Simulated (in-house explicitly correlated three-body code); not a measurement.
# Two electrons around a charge of +4.4: exact states and exact Kohn–Sham parts

Aim: the lowest states of two electrons around a charge of +4.4 to near-exact accuracy, with their sizes and correlation, then the exact Kohn–Sham parts of the ground state and the errors of common functionals.

Method: two electrons, non-relativistic, variational in exponentially correlated functions. Code: in-house explicitly correlated three-body code version 1.

### Step 1. The atom as given

- charge of the centre: +4.4
- mass of the centre: infinite
- interactions: Coulomb
- basis: 260 functions exp(−a r1 − b r2 − g r12) a state, exponent ranges optimised
- units: hartree and bohr; relativity and QED are left out

### Step 2. The variational calculation

Settings:

```ini
Z = 4.4
interaction_strength = 1.0
functions = 260
states_tried = 13
```

Command:

```bash
> python run_hyl.py task.json out
```

Results of the run (chosen fields of its result record, rounded):

```text
{
  "status": "converged",
  "states [hartree, bohr]": [
    {"name": "1 1S", "E": -16.76574933948, "change": 3.6e-09, "T": 16.765749294, "inv_r": 4.087709179, "inv_r12": 2.440342145, "r": 0.373025561, "r2": 0.18786425, "r12": 0.555928304, "r12_2": 0.385958575, "cos": -0.029992, "p1p2": 0.47335627, "d1": 23.2499, "d12": 2.1295},
    {"name": "2 3S", "E": -11.32183699456, "change": 1.5e-10, "T": 11.321836994, "inv_r": 2.655859182, "inv_r12": 0.7278868172, "r": 0.954367953, "r2": 1.50866915, "r12": 1.62139868, "r12_2": 3.02906688, "cos": -0.009387459, "p1p2": 0.032392007, "d1": 14.64679, "d12": 0.0},
    {"name": "2 1S", "E": -11.19236284572, "change": 1.1e-08, "T": 11.192362768, "inv_r": 2.634335156, "inv_r12": 0.7974237609, "r": 1.01550682, "r2": 1.74251413, "r12": 1.72987777, "r12_2": 3.50213892, "cos": -0.01247885, "p1p2": 0.038888108, "d1": 14.51613, "d12": 0.31086},
    {"name": "2 3P", "E": -11.18416954589, "change": 1.7e-09, "T": 11.184169543, "inv_r": 2.636562365, "inv_r12": 0.8334097196, "r": 0.870965534, "r2": 1.25955177, "r12": 1.47220468, "r12_2": 2.5757433, "cos": -0.06395525, "p1p2": -0.91066739, "d1": 13.38109, "d12": 0.0},
    {"name": "2 1P", "E": -11.10745171173, "change": 6.5e-10, "T": 11.107451704, "inv_r": 2.620778843, "inv_r12": 0.8479504016, "r": 0.916543996, "r2": 1.41197012, "r12": 1.52441651, "r12_2": 2.80428313, "cos": 0.02681702, "p1p2": 0.8148759, "d1": 13.59108, "d12": 0.063528},
    {"name": "3 3S", "E": -10.37608214424, "change": 2.8e-10, "T": 10.376082101, "inv_r": 2.397507853, "inv_r12": 0.3459048626, "r": 2.00662806, "r2": 7.73235618, "r12": 3.69441232, "r12_2": 15.4715842, "cos": -0.002954814, "p1p2": 0.0092232283, "d1": 13.86081, "d12": 0.0},
    {"name": "3 1S", "E": -10.34185076536, "change": 7.5e-09, "T": 10.341850454, "inv_r": 2.391785745, "inv_r12": 0.3640133358, "r": 2.09731939, "r2": 8.51382872, "r12": 3.8724041, "r12_2": 17.035777, "cos": -0.00395967, "p1p2": 0.011732513, "d1": 13.83398, "d12": 0.091254},
    {"name": "3 3P", "E": -10.33944102656, "change": 3e-09, "T": 10.339441042, "inv_r": 2.392172076, "inv_r12": 0.3722322028, "r": 1.95714717, "r2": 7.43865064, "r12": 3.59960534, "r12_2": 14.893258, "cos": -0.01637285, "p1p2": -0.22257264, "d1": 13.51217, "d12": 0.0},
    {"name": "3 1P", "E": -10.31734350599, "change": 5.3e-09, "T": 10.317343529, "inv_r": 2.387819453, "inv_r12": 0.3781241474, "r": 2.0231606, "r2": 7.98625534, "r12": 3.72217572, "r12_2": 15.9722052, "cos": 0.006985082, "p1p2": 0.22418278, "d1": 13.56386, "d12": 0.021199},
    {"name": "4 3S", "E": -10.06330332747, "change": 2.4e-08, "T": 10.063308933, "inv_r": 2.309814979, "inv_r12": 0.1997595507, "r": 3.50006998, "r2": 25.0167155, "r12": 6.67124448, "r12_2": 50.0376705, "cos": -0.001254853, "p1p2": 0.0038039272, "d1": 13.68146, "d12": 0.0},
    {"name": "4 1S", "E": -10.04948536949, "change": 1.6e-07, "T": 10.049466191, "inv_r": 2.307488215, "inv_r12": 0.2069447297, "r": 3.6213175, "r2": 26.8769946, "r12": 6.91240286, "r12_2": 53.7587114, "cos": -0.001698254, "p1p2": 0.0049636903, "d1": 13.67264, "d12": 0.038175},
    {"name": "4 3P", "E": -10.04845048284, "change": 4.7e-09, "T": 10.048450402, "inv_r": 2.307614485, "inv_r12": 0.2101065826, "r": 3.48412472, "r2": 24.9939958, "r12": 6.64097284, "r12_2": 49.9955782, "cos": -0.006560365, "p1p2": -0.087704173, "d1": 13.53923, "d12": 0.0},
    {"name": "4 1P", "E": -10.03925319136, "change": 8e-09, "T": 10.039253272, "inv_r": 2.305826499, "inv_r12": 0.2127667315, "r": 3.57170334, "r2": 26.3217571, "r12": 6.81240941, "r12_2": 52.6449655, "cos": 0.002805186, "p1p2": 0.091989335, "d1": 13.55958, "d12": 0.0092759}
  ],
  "threshold [hartree]": -9.68,
  "transitions": [
    ["1 1S", "2 1P", 5.6582976, 0.153127],
    ["1 1S", "3 1P", 6.4484058, 0.03043661],
    ["1 1S", "4 1P", 6.7264962, 0.01126999],
    ["2 1S", "2 1P", 0.084911134, 2.343539],
    ["2 1S", "3 1P", 0.87501934, 0.5462555],
    ["2 1S", "4 1P", 1.1531096, 0.1098242],
    ["3 1S", "2 1P", -0.76560095, 0.1434921],
    ["3 1S", "3 1P", 0.024507259, 14.0288],
    ["3 1S", "4 1P", 0.30259757, 1.678891],
    ["4 1S", "2 1P", -1.0579663, 0.02161547],
    ["4 1S", "3 1P", -0.26785814, 0.9047163],
    ["4 1S", "4 1P", 0.010232178, 46.66654],
    ["2 3S", "2 3P", 0.13766745, 2.066009],
    ["2 3S", "3 3P", 0.98239597, 0.4126055],
    ["2 3S", "4 3P", 1.2733865, 0.08835174],
    ["3 3S", "2 3P", -0.8080874, 0.1529023],
    ["3 3S", "3 3P", 0.036641118, 12.96132],
    ["3 3S", "4 3P", 0.32763166, 1.305538],
    ["4 3S", "2 3P", -1.1208662, 0.02186436],
    ["4 3S", "3 3P", -0.2761377, 1.001946],
    ["4 3S", "4 3P", 0.014852845, 43.97073]
  ],
  "polarisability [au]": {"1 1S": {"alpha": 0.03431454, "c6": 0.00598049, "f_sum": 1.999999}, "2 3S": {"alpha": 10.43669, "c6": 12.1018, "f_sum": 2.001563}},
  "kohn_sham [hartree]": {"Ts": 16.7238083, "hartree": 5.05353645, "Ex": -2.52676823, "Tc": 0.0419410137, "Uc": -0.0864260817, "Ec": -0.044485068, "norm": 1.99999991},
  "hartree_fock [hartree]": [-16.721269506, -7.09705221]
}
```

«change» is the move of the energy from 170 to 260 functions; states that moved too far are left out. d1 and d12 are the expectation values of δ(r1) and δ(r12).

It took 52 s on 1 thread of Intel Xeon Platinum 8259CL at 2.50GHz (Skylake/Cascade Lake), shared host.

### Step 3. Levels

Binding counts from the one-electron threshold at -9.680000 hartree:

```
state  binding (eV)  excitation (eV)  quantum defect     ⟨r⟩  ⟨r12⟩ (bohr)  ⟨cos θ12⟩
 1 ¹S       192.813                0           0.097  0.3730        0.5559    -0.0300
 2 ³S       44.6767          148.136           0.124  0.9544         1.621    -0.0094
 2 ¹S       41.1535          151.660           0.045   1.016         1.730    -0.0125
 2 ³P       40.9305          151.883           0.040  0.8710         1.472    -0.0640
 2 ¹P       38.8429          153.970          -0.012  0.9165         1.524     0.0268
 3 ³S       18.9414          173.872           0.118   2.007         3.694    -0.0030
 3 ¹S       18.0099          174.803           0.045   2.097         3.872    -0.0040
 3 ³P       17.9443          174.869           0.039   1.957         3.600    -0.0164
 3 ¹P       17.3430          175.470          -0.011   2.023         3.722     0.0070
 4 ³S       10.4302          182.383           0.117   3.500         6.671    -0.0013
 4 ¹S       10.0542          182.759           0.045   3.621         6.912    -0.0017
 4 ³P       10.0260          182.787           0.039   3.484         6.641    -0.0066
 4 ¹P       9.77578          183.037          -0.011   3.572         6.812     0.0028
```

### Step 4. Electric-dipole lines

Oscillator strengths from the S state (negative where P lies lower) and rates of the upper state's decay:

```
   S     P  E(P) − E(S) (eV)         f  rate (1/s)
1 ¹S  2 ¹P            153.97    0.5776   1.981e+11
1 ¹S  3 ¹P            175.47    0.1308   5.827e+10
1 ¹S  4 ¹P            183.04   0.05054   2.449e+10
2 ¹S  2 ¹P            2.3105    0.1327   1.024e+07
2 ¹S  3 ¹P            23.810    0.3187   2.613e+09
2 ¹S  4 ¹P            31.378   0.08443   1.202e+09
3 ¹S  2 ¹P           -20.833  -0.07324   1.379e+09
3 ¹S  3 ¹P           0.66688    0.2292   1.474e+06
3 ¹S  4 ¹P            8.2341    0.3387   3.321e+08
4 ¹S  2 ¹P           -28.789  -0.01525   5.483e+08
4 ¹S  3 ¹P           -7.2888   -0.1616   3.724e+08
4 ¹S  4 ¹P           0.27843    0.3183   3.570e+05
2 ³S  2 ³P            3.7461    0.1896   3.849e+07
2 ³S  3 ³P            26.732    0.2702   2.793e+09
2 ³S  4 ³P            34.651   0.07500   1.303e+09
3 ³S  2 ³P           -21.989  -0.08237   1.728e+09
3 ³S  3 ³P           0.99706    0.3166   4.553e+06
3 ³S  4 ³P            8.9153    0.2852   3.278e+08
4 ³S  2 ³P           -30.500  -0.01634   6.595e+08
4 ³S  3 ³P           -7.5141   -0.1845   4.519e+08
4 ³S  4 ³P           0.40417    0.4354   1.029e+06
```

### Step 5. Kohn–Sham potentials from the exact density

With two electrons in one orbital the density fixes the Kohn–Sham potential directly; exchange is minus half the Hartree term. On a radial grid:

```
r (bohr)   4πr²n     v_x     v_c  pair density 4πr12²h  Coulomb hole
  0.0473  0.8642  -3.999  -0.038               0.06095       -0.0134
  0.0638   1.362  -3.937  -0.031                0.1101       -0.0223
  0.0861   2.046  -3.837  -0.021                0.1969       -0.0357
   0.116   2.874  -3.683  -0.008                0.3431       -0.0534
   0.157   3.714  -3.453   0.007                0.5795       -0.0723
   0.212   4.265  -3.140   0.019                0.9125       -0.0818
   0.286   4.203  -2.745   0.023                 1.292       -0.0667
   0.386   3.387  -2.291   0.019                 1.559       -0.0208
    0.52   2.099  -1.829   0.011                 1.485        0.0304
   0.702  0.9086  -1.404   0.004                 1.008        0.0441
   0.948  0.2433  -1.052   0.002                0.4234        0.0202
```

The last two columns are read against r12, and the hole is the exact less the Kohn–Sham pair density.

### Step 6. Errors of approximate functionals

Errors in millihartree. The functional-driven error is that on the exact density; the rest comes from the functional's own density. Hybrids were run self-consistently alone, so they have no split; a dash in a self-consistent column means that the top level came out unbound:

| functional | exchange | correlation | functional-driven | density-driven | total, self-consistent | top level + binding (eV) |
| --- | --- | --- | --- | --- | --- | --- |
| LDA VWN5 | +355.7 | -112.0 | +243.7 | -2.3 | +241.3 | +25.94 |
| LDA PW92 | +355.7 | -111.2 | +244.5 | -2.3 | +242.2 | +25.95 |
| PBE | +44.3 | -1.9 | +42.4 | -1.3 | +41.2 | +24.20 |
| PBEsol | +153.6 | -14.7 | +138.9 | -1.3 | +137.6 | +25.22 |
| BLYP | +14.1 | -4.9 | +9.2 | -1.5 | +7.7 | +23.73 |
| RPBE | +1.5 | -1.9 | -0.4 | -1.3 | -1.7 | +23.94 |
| PW91 | +36.7 | -9.9 | +26.8 | -1.3 | +25.5 | +23.91 |
| BP86 | +14.1 | -5.9 | +8.2 | -0.8 | +7.5 | +23.94 |
| OLYP | +9.6 | -4.9 | +4.7 | -1.5 | +3.2 | +23.80 |
| AM05 | +274.5 | -91.3 | +183.2 | -1.6 | +181.6 | +25.76 |
| TPSS | -3.9 | -2.8 | -6.7 | -0.3 | -7.0 | +22.41 |
| revTPSS | -3.4 | -5.2 | -8.6 | -0.2 | -8.8 | +22.03 |
| SCAN | -4.3 | +2.6 | -1.8 | -0.3 | -2.1 | +21.63 |
| r2SCAN | -4.3 | +2.6 | -1.8 | -0.3 | -2.1 | +21.63 |
| M06-L | -28.5 | -5.7 | -34.2 | -2.3 | -36.5 | +21.37 |
| PBE0 | – | – | – | – | +30.8 | +17.87 |
| B3LYP (VWN-RPA) | – | – | – | – | +4.7 | +18.67 |
| HSE06 | – | – | – | – | +27.7 | +18.27 |
| ωB97X | – | – | – | – | -30.5 | +16.22 |
| r2SCAN0 | – | – | – | – | -0.8 | +16.00 |

### Step 7. Summary of results

| quantity | value |
| --- | --- |
| ground-state energy | -16.76574934 hartree |
| binding of the second electron | 192.81 eV |
| ⟨r12⟩, ⟨cos θ12⟩ | 0.5559 bohr, -0.0300 |
| resonance line 1 ¹S–2 ¹P | 153.97 eV, f = 0.5776 |
| polarisability of the ground state | 0.034315 bohr³ |
| Ts, Ex, Ec (Kohn–Sham) | 16.72381, -2.52677, -0.04449 hartree |
| exact less Hartree–Fock | -0.04448 hartree |

What this shows: The second electron is bound by 192.8 eV, and the mean cosine of -0.030 shows the electrons leaning only slightly to opposite sides. The virial ratio −T/E is 1.0000000, where an exact Coulomb state gives 1. Exchange puts 2 ³S 3.52 eV under 2 ¹S. On the exact density RPBE errs least (-0.4 millihartree) and LDA PW92 most (+244.5). Self-consistent top levels of the semilocal functionals lie +21.4 to +26.0 eV from minus the binding energy, the exact Kohn–Sham level.
